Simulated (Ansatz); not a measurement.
# YMnC6N6: the cost of one run

Program: Ansatz 0.2.0. Level of theory: DFT PBE, scalar-relativistic, plane waves, PAW. These are calculated values, not measurements.

## Step 1: Starting point

The structure is cubic, space group Fm-3m (No. 225). The conventional cell has a = 10.612 Å, b = 10.612 Å, c = 10.612 Å, α = 90.00°, β = 90.00°, γ = 90.00°. Y (site symmetry m-3m) has 6 C at 2.11 Å in its first shell of neighbours. Mn (site symmetry m-3m) has 6 N at 2.03 Å in its first shell of neighbours. C (site symmetry 4mm) is surrounded by 1 N at 1.17 Å. Around N (site symmetry 4mm) lie 1 C at 1.17 Å and 1 Mn at 2.03 Å.

As a file:

```cif
data_structure
_symmetry_space_group_name_H-M 'Fm-3m'
_symmetry_Int_Tables_number 225
_cell_length_a 10.6120
_cell_length_b 10.6120
_cell_length_c 10.6120
_cell_angle_alpha 90.000
_cell_angle_beta 90.000
_cell_angle_gamma 90.000
_cell_volume 1195.07
loop_
_atom_site_label
_atom_site_type_symbol
_atom_site_symmetry_multiplicity
_atom_site_Wyckoff_symbol
_atom_site_fract_x
_atom_site_fract_y
_atom_site_fract_z
_atom_site_occupancy
Y1 Y 4 a 0.00000 0.00000 0.00000 1
Mn1 Mn 4 b 0.50000 0.00000 0.00000 1
C1 C 24 e 0.19845 0.00000 0.00000 1
N1 N 24 e 0.30871 0.00000 0.00000 1
```

A structure generator made this guess: cyanide-bridged rock-salt net of two metals, 0 guest cations a cell (Fm-3m, No. 225). Its size is a rough estimate.

## Step 2: A first look at the guess

The input, input.yaml:

```yaml
crystal:
  lattice:
    - [0.0, 5.306, 5.306]
    - [5.306, 0.0, 5.306]
    - [5.306, 5.306, 0.0]
  atoms:
    - { symbol: "Y", position: [0.0, 0.0, 0.0] }
    - { symbol: Mn, position: [0.5, 0.5, 0.5], spin: 4.0 }
    - { symbol: C, position: [0.80154542, 0.19845458, 0.19845458] }
    - { symbol: C, position: [0.19845458, 0.80154542, 0.19845458] }
    - { symbol: C, position: [0.19845458, 0.19845458, 0.80154542] }
    - { symbol: C, position: [0.19845458, 0.80154542, 0.80154542] }
    - { symbol: C, position: [0.80154542, 0.19845458, 0.80154542] }
    - { symbol: C, position: [0.80154542, 0.80154542, 0.19845458] }
    - { symbol: "N", position: [0.69129288, 0.30870712, 0.30870712] }
    - { symbol: "N", position: [0.30870712, 0.69129288, 0.30870712] }
    - { symbol: "N", position: [0.30870712, 0.30870712, 0.69129288] }
    - { symbol: "N", position: [0.30870712, 0.69129288, 0.69129288] }
    - { symbol: "N", position: [0.69129288, 0.30870712, 0.69129288] }
    - { symbol: "N", position: [0.69129288, 0.69129288, 0.30870712] }
basis:
  ecutwfc: 420
kpoints:
  mp_grid: { grid: [4, 4, 4] }
hamiltonian:
  xc: pbe
scf:
  occupations: { method: gaussian, width: 0.1 }
  lower_state_search: "off"
output:
  forces: true
  stress: true
  eigenvalues: true
  populations: true
magnetization:
  spin_polarized: true
```

Started as:

```bash
ansatz run input.yaml --threads 1 --pin off --max-ram 2560MiB --backend cpu --events-out ev --progress --plain --runs-dir out
```

What time and memory should one allow on 1 thread of Intel Xeon Platinum 8175M at 2.50GHz (Skylake/Cascade Lake), shared host?

About 29 s, with a peak of 0.79 GiB.
